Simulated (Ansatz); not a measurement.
# FHISi: ladder of basis sets

Wanted for FHISi: a ladder of basis sets.

Program: Ansatz 0.2.0 through its Python package. The levels of theory stand in the script. These are calculated values, not measurements.

## Step 1: The system

Bond lengths: F1–Si2 1.586 Å, Si2–I3 2.419 Å, Si2–H4 1.497 Å. Angles: F1–Si2–I3 106.7°, F1–Si2–H4 112.2°, I3–Si2–H4 105.7°.

No structure file is read: the coordinates are typed or built in the script.

## Step 2: The script

The input, basis_fhisi.py:

```python
'''How the energy of FHISi converges with the basis.'''

import logging
import sys

import ansatz as az
from ase import Atoms

logging.basicConfig(stream=sys.stdout, format='%(levelname)s:%(name)s:%(message)s')
log = logging.getLogger('run')
log.setLevel(logging.INFO)

XC = 'b3lyp'


def main() -> None:
    atoms = Atoms(['F', 'Si', 'I', 'H'], positions=[
        (-1.1711, -0.1876, 1.0503),
        (-0.3662, -0.2388, -0.3148),
        (1.9352, -0.7227, 0.2512),
        (-0.3424, 1.0888, -1.0071),
    ])
    system = az.Crystal.molecule_from_ase(atoms)

    calc = system.calculation().functional(XC).spin('collinear', total=1)

    energies = {}
    for basis in ['def2-SVP', 'def2-SVPD', 'def2-TZVP', 'def2-TZVPP']:
        data = calc.basis(gaussian=basis).run().report
        size = data['n_frozen'] + data['n_occupied'][0] + data['n_virtual'][0]
        energies[basis] = (data['reference_energy_ev'] / 27.211386246, data['free_energy_ev'] / 27.211386246)
        log.info(f'{basis:14s} {size:4d} orbitals  reference {energies[basis][0]:14.6f} Ha  total {energies[basis][1]:14.6f} Ha')

    last = energies['def2-TZVPP'][1]
    for basis, (_, total) in energies.items():
        log.info(f'{basis:14s} lies {27.211386 * (total - last):9.4f} eV above def2-TZVPP')


if __name__ == '__main__':
    main()
```

## Step 3: Launch

Started as:

```sh
$ python basis_fhisi.py
```

The program printed:

```text
INFO:run:def2-SVP         63 orbitals  reference    -687.615774 Ha  total    -687.615774 Ha
INFO:run:def2-SVPD        90 orbitals  reference    -687.630417 Ha  total    -687.630417 Ha
INFO:run:def2-TZVP       124 orbitals  reference    -687.865095 Ha  total    -687.865095 Ha
INFO:run:def2-TZVPP      137 orbitals  reference    -687.865432 Ha  total    -687.865432 Ha
INFO:run:def2-SVP       lies    6.7936 eV above def2-TZVPP
INFO:run:def2-SVPD      lies    6.3951 eV above def2-TZVPP
INFO:run:def2-TZVP      lies    0.0092 eV above def2-TZVPP
INFO:run:def2-TZVPP     lies    0.0000 eV above def2-TZVPP
```

Wall time 16 s (1 thread of Arm Neoverse V2, shared host); peak memory 0.4 GiB.

Lines on the test bed's own set-up are left out of the output.

## Step 4: What each run gave

One row for each of the 4 runs:

```
run       basis  energy (eV)  <S²>  SCF cycles  CPU time (s)
  1    def2-SVP  -18710.9784  0.75          17           2.4
  2   def2-SVPD  -18711.3769  0.75          17           4.1
  3   def2-TZVP  -18717.7628  0.75          18           4.1
  4  def2-TZVPP  -18717.7720  0.75          18           4.7
```

## Step 5: Summary of results

| quantity | value |
| --- | --- |
| runs compared | 4 |
| change of the total from set to set | -0.398, -6.386, -0.009 eV |

**Reading.** Against def2-SVP: def2-SVPD -14.6 mHa, def2-TZVP -249.3 mHa and def2-TZVPP -249.7 mHa. The last step alone is -0.34 mHa (these two sets differ little on atoms other than hydrogen). From the first set to the last the time grows from 2.4 to 4.7 s. What to keep in mind:
- The geometry is a force-field or estimated start, not a minimum of this method, and the last set is no limit. Much of the fall in a total is atomic energy, which cancels in bond and reaction energies.
- def2 sets replace the cores of elements past krypton by effective core potentials.
- The species is open-shell (spin multiplicity 2).
- b3lyp holds the VWN-RPA fit, as in Gaussian; the form of ORCA and Turbomole is b3lyp5.
